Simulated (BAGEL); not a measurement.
**B2NH4Cl (SMILES BNBCl): B3LYP/def2-SVPD (density fitting with qzvpp-jkfit)**

Aim: the energy change on altering one bond length of B2NH4Cl at B3LYP/def2-SVPD (density fitting with qzvpp-jkfit), from 2 runs. 

The results are computed with BAGEL 1.2.2.

1 further run of the same task is left out (set aside as unsound or not needed).

## 1. The structure to begin with

B2NH4Cl: 8 atoms, total charge 0, spin state singlet. SMILES: `BNBCl`. The coordinates come from a GFN2-xTB relaxation. This is one conformer, not always the lowest.

Bond lengths: B1–N2 1.414 Å, N2–B3 1.417 Å, B3–Cl4 1.701 Å, B1–H5 1.167 Å, B1–H6 1.170 Å, N2–H7 1.011 Å, B3–H8 1.174 Å. Angles: B1–N2–B3 130.6°, N2–B3–Cl4 121.0°, B1–N2–H7 115.4°, B3–N2–H7 114.0°, N2–B1–H5 119.6°, N2–B1–H6 118.4°, N2–B3–H8 120.2°, Cl4–B3–H8 118.8°, H5–B1–H6 122.0°.

## 2. The energy at B3LYP/def2-SVPD (density fitting with qzvpp-jkfit)

input.json

```json
{ "bagel" : [

{
  "title" : "molecule",
  "basis" : "def2-svpd.json",
  "df_basis" : "qzvpp-jkfit",
  "angstrom" : true,
  "geometry" : [
    { "atom" : "B", "xyz" : [       0.119760,       1.186110,      -0.529060 ] },
    { "atom" : "N", "xyz" : [      -0.027290,       0.190150,       0.463460 ] },
    { "atom" : "B", "xyz" : [      -0.107510,      -1.219800,       0.350540 ] },
    { "atom" : "Cl", "xyz" : [      -0.030010,      -1.983590,      -1.167180 ] },
    { "atom" : "H", "xyz" : [       0.193210,       0.874390,      -1.651160 ] },
    { "atom" : "H", "xyz" : [       0.164800,       2.305620,      -0.191760 ] },
    { "atom" : "H", "xyz" : [      -0.084540,       0.530670,       1.413790 ] },
    { "atom" : "H", "xyz" : [      -0.228410,      -1.883540,       1.311370 ] }
  ]
},

{
  "title" : "ks",
  "xc_func" : "b3lyp"
},

{
  "title" : "print",
  "file" : "orbitals.molden",
  "orbitals" : true
}

]}
```

The basis set def2-SVPD is read from a file made from the Basis Set Exchange's data (not shown).

The run is started by

```
$ BAGEL_NUM_THREADS=1 BAGEL input.json > input.out
```

The program printed:

```text
* using 1 threads per process

  ===============================================================
  ===============================================================

  *** Geometry ***

  { "atom" : "B", "xyz" : [      0.226314,      2.241423,     -0.999779 ] },
  { "atom" : "N", "xyz" : [     -0.051571,      0.359331,      0.875812 ] },
  { "atom" : "B", "xyz" : [     -0.203164,     -2.305088,      0.662425 ] },
  { "atom" : "Cl", "xyz" : [     -0.056711,     -3.748442,     -2.205651 ] },
  { "atom" : "H", "xyz" : [      0.365114,      1.652358,     -3.120240 ] },
  { "atom" : "H", "xyz" : [      0.311427,      4.356990,     -0.362374 ] },
  { "atom" : "H", "xyz" : [     -0.159757,      1.002821,      2.671676 ] },
  { "atom" : "H", "xyz" : [     -0.431632,     -3.559375,      2.478130 ] },

  Number of auxiliary basis functions:      427

  Since a DF basis is specified, we compute 2- and 3-index integrals:
    o Being stored without compression. Storage requirement is 0.048 GB

  Number of basis functions:      119
  Number of electrons      :       38

    * METHOD: MOLECULE                             0.16

  *** Kohn-Sham DFT ***

    * Removing 15240 points whose weight is below 1.00e-10
    * Grid points: 104008

  === Nuclear Repulsion ===
   127.5774278340

       - DIIS with orbital gradients will be used.

  === KS iteration (b3lyp / def2-svpd.json) ===
      0       -528.75150434          0.12270466           0.43
      1       -526.28340608          0.15448348           0.48
      2       -514.87588292          0.14705491           0.40
      3       -531.92179625          0.18193131           0.41
      4       -566.15271202          0.03695715           0.43
      5       -566.61989313          0.02657069           0.40
      6       -566.94256511          0.00569343           0.40
      7       -566.95936554          0.00347060           0.42
      8       -566.96930923          0.00033171           0.42
      9       -566.96936892          0.00010663           0.40
     10       -566.96937553          0.00003742           0.41
     11       -566.96937614          0.00001496           0.40
     12       -566.96937628          0.00000213           0.40
     13       -566.96937629          0.00000035           0.40
     14       -566.96937629          0.00000014           0.40
     15       -566.96937629          0.00000006           0.40
     16       -566.96937629          0.00000003           0.41
     17       -566.96937629          0.00000001           0.40
     18       -566.96937629          0.00000000           0.40
    * SCF iteration converged.

    * Permanent dipole moment:
           (    0.035567,    -0.286539,    -0.642420) a.u.

    * METHOD: KS                                   8.37

    * METHOD: PRINT                                0.01

  ===============================================================
```

Run time: 9 s. Hardware: 1 thread of Intel Xeon 6975P-C (Granite Rapids), shared host; peak memory 0.55 GiB.

## 3. The distorted shape at the same level

input.json

```json
{ "bagel" : [

{
  "title" : "molecule",
  "basis" : "def2-svpd.json",
  "df_basis" : "qzvpp-jkfit",
  "angstrom" : true,
  "geometry" : [
    { "atom" : "B", "xyz" : [       0.137891,       1.285647,      -0.673150 ] },
    { "atom" : "N", "xyz" : [      -0.009159,       0.289687,       0.319370 ] },
    { "atom" : "B", "xyz" : [      -0.089379,      -1.120263,       0.206450 ] },
    { "atom" : "Cl", "xyz" : [      -0.011879,      -1.884053,      -1.311270 ] },
    { "atom" : "H", "xyz" : [       0.211341,       0.973927,      -1.795250 ] },
    { "atom" : "H", "xyz" : [       0.182931,       2.405157,      -0.335850 ] },
    { "atom" : "H", "xyz" : [      -0.066409,       0.630207,       1.269700 ] },
    { "atom" : "H", "xyz" : [      -0.228410,      -1.883540,       1.311370 ] }
  ]
},

{ "title" : "ks", "xc_func" : "b3lyp" },

{ "title" : "print", "file" : "orbitals.molden", "orbitals" : true }

]}
```

The basis set def2-SVPD is read from a file made from the Basis Set Exchange's data (not shown).

The run is started by

```
$ BAGEL_NUM_THREADS=1 BAGEL input.json > input.out
```

The program printed:

```text
* using 1 threads per process

  ===============================================================
  ===============================================================

  *** Geometry ***

  { "atom" : "B", "xyz" : [      0.260576,      2.429521,     -1.272069 ] },
  { "atom" : "N", "xyz" : [     -0.017308,      0.547429,      0.603522 ] },
  { "atom" : "B", "xyz" : [     -0.168902,     -2.116990,      0.390134 ] },
  { "atom" : "Cl", "xyz" : [     -0.022448,     -3.560344,     -2.477941 ] },
  { "atom" : "H", "xyz" : [      0.399377,      1.840455,     -3.392531 ] },
  { "atom" : "H", "xyz" : [      0.345689,      4.545088,     -0.634665 ] },
  { "atom" : "H", "xyz" : [     -0.125495,      1.190919,      2.399385 ] },
  { "atom" : "H", "xyz" : [     -0.431632,     -3.559375,      2.478130 ] },

  Number of auxiliary basis functions:      427

  Since a DF basis is specified, we compute 2- and 3-index integrals:
    o Being stored without compression. Storage requirement is 0.048 GB

  Number of basis functions:      119
  Number of electrons      :       38

    * METHOD: MOLECULE                             0.21

  *** Kohn-Sham DFT ***

    * Removing 15047 points whose weight is below 1.00e-10
    * Grid points: 104201

  === Nuclear Repulsion ===
   126.9351093217

       - DIIS with orbital gradients will be used.

  === KS iteration (b3lyp / def2-svpd.json) ===
      0       -527.03594761          0.09765291           0.54
      1       -526.00116510          0.17974410           0.63
      2       -511.97423358          0.15741065           0.56
      3       -534.03806936          0.15908302           0.56
      4       -566.32503387          0.03589730           0.57
      5       -566.80844166          0.01588824           0.62
      6       -566.94921380          0.00416220           0.43
      7       -566.95754059          0.00250230           0.43
      8       -566.96184249          0.00021709           0.60
      9       -566.96186685          0.00007557           0.60
     10       -566.96187191          0.00001576           0.62
     11       -566.96187210          0.00000534           0.47
     12       -566.96187211          0.00000152           0.47
     13       -566.96187211          0.00000069           0.47
     14       -566.96187211          0.00000015           0.49
     15       -566.96187211          0.00000005           0.47
     16       -566.96187211          0.00000002           0.47
     17       -566.96187211          0.00000000           0.48
    * SCF iteration converged.

    * Permanent dipole moment:
           (    0.024729,    -0.336286,    -0.549643) a.u.

    * METHOD: KS                                  10.07

    * METHOD: PRINT                                0.02

  ===============================================================
```

It took 11 s on 1 thread of Intel Xeon 6975P-C (Granite Rapids), shared host; peak memory 0.55 GiB.

## 4. Results

Level: B3LYP/def2-SVPD (density fitting with qzvpp-jkfit).

| quantity | value |
| --- | --- |
| first shape: total energy | -566.96938 Eh |
| first shape: dipole moment | 1.79 D |
| first shape: HOMO energy | -8.58 eV |
| first shape: LUMO energy | -1.72 eV |
| first shape: HOMO–LUMO gap | 6.86 eV |
| distorted shape: total energy | -566.96187 Eh |
| distorted shape: dipole moment | 1.64 D |
| distorted shape: HOMO energy | -8.49 eV |
| distorted shape: LUMO energy | -1.76 eV |
| distorted shape: HOMO–LUMO gap | 6.73 eV |
| energy change with the B3–H8 bond stretched from 1.174 to 1.350 Å | 0.204 eV |

With the B3–H8 bond stretched from 1.174 to 1.350 Å the energy rises by 0.20 eV (19.7 kJ/mol). The first shape isn't relaxed at this level, so the change isn't measured from a minimum.
